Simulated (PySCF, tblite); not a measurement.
# C6H12OSi2: geometry, infrared bands and NMR shifts

What infrared bands and NMR shifts should C6H12OSi2 (`CCC1=C[SiH2]C=C[SiH2]O1`) show?

Computed with tblite 0.8.0 and PySCF 2.14.0, with density-fitted response routines of our own, on a single molecule in the gas phase. Atoms are numbered from 0 throughout.

### 1 The starting structure

21 atoms, charge 0, multiplicity 1; geometry from: force field or distance geometry start.

Bonds of the start (Å): C0–C1 1.52, C1–C2 1.53, C2–C3 1.35, C3–Si4 1.84, Si4–C5 1.85, C5–C6 1.34, C6–Si7 1.84, Si7–O8 1.67, O8–C2 1.38, C0–H9 1.10, C0–H10 1.09, C0–H11 1.10, C1–H12 1.09, C1–H13 1.09, C3–H14 1.08, Si4–H15 1.48, Si4–H16 1.48, C5–H17 1.09, C6–H18 1.08, Si7–H19 1.49, Si7–H20 1.49.

### 2 Relaxing the molecule with GFN2-xTB

What the job is given:

```
{"job": {"kind": "relax", "xc": "GFN2-xTB", "basis": "xTB"}, "charge": 0, "multiplicity": 1}
C     -3.096300    -0.195100     0.525700
C     -2.102400    -0.016200    -0.611200
C     -0.679300     0.147500    -0.079900
C     -0.034200     1.331400    -0.183300
Si     1.641200     1.734700     0.455500
C      2.853200     0.415000     0.010400
C      2.647300    -0.892000    -0.209300
Si     1.068300    -1.840300    -0.145800
O     -0.169500    -0.970900     0.554300
H     -4.118900    -0.299100     0.121500
H     -2.892300    -1.087100     1.120900
H     -3.103800     0.671400     1.197600
H     -2.140900    -0.892600    -1.253300
H     -2.388600     0.841000    -1.213900
H     -0.513700     2.177400    -0.657200
H      2.081800     3.010600    -0.157600
H      1.616200     1.924500     1.921700
H      3.868400     0.797500    -0.062800
H      3.490900    -1.527200    -0.446000
H      1.288700    -3.084100     0.637800
H      0.674900    -2.229500    -1.525500
```

On the command line:

```
$ OMP_NUM_THREADS=1 python probes_run.py task.json out
```

This one command runs all jobs of the session in turn.

**Question.** This job is followed by: GFN2-xTB harmonic vibrations, gas phase; GIAO PBE0/pcSseg-1 NMR shielding, non-relativistic, gas phase. What will the session give for the following? strongest single infrared mode (GFN2-xTB); zero-point energy (GFN2-xTB); ¹³C shifts against TMS (PBE0/pcSseg-1); ¹H shifts against TMS (PBE0/pcSseg-1, means over atoms taken as alike); ²⁹Si shifts against TMS (PBE0/pcSseg-1); ¹⁷O shifts against H2O (PBE0/pcSseg-1).

As calculated:

| quantity | value |
| --- | --- |
| strongest single infrared mode (GFN2-xTB) | 2175 cm⁻¹, 452 km/mol |
| zero-point energy (GFN2-xTB) | 98.0 kcal/mol |
| ¹³C shifts against TMS (PBE0/pcSseg-1) | 180.4, 157.4, 155.7, 100.0, 38.2, 16.1 ppm |
| ¹H shifts against TMS (PBE0/pcSseg-1, means over atoms taken as alike) | 7.41, 6.93, 5.29, 4.84, 4.73, 2.23, 1.29 ppm |
| ²⁹Si shifts against TMS (PBE0/pcSseg-1) | -36.6, -63.3 ppm |
| ¹⁷O shifts against H2O (PBE0/pcSseg-1) | 123.4 ppm |

What this shows: Over 57 steps the energy fell by 0.294 eV; of the close pairs, Si7–O8 changed most, 1.667 to 1.622 Å. No mode is imaginary among the 57: a minimum at this level. The strongest single mode, at 2175 cm⁻¹, moves mainly H20. Unscaled tight-binding wavenumbers are off by several per cent, some by more. Its intensities can rank the bands wrongly. At PBE0/pcSseg-1: Shielding is most anisotropic at C5 (span 263 ppm, paramagnetic term -231 ppm).
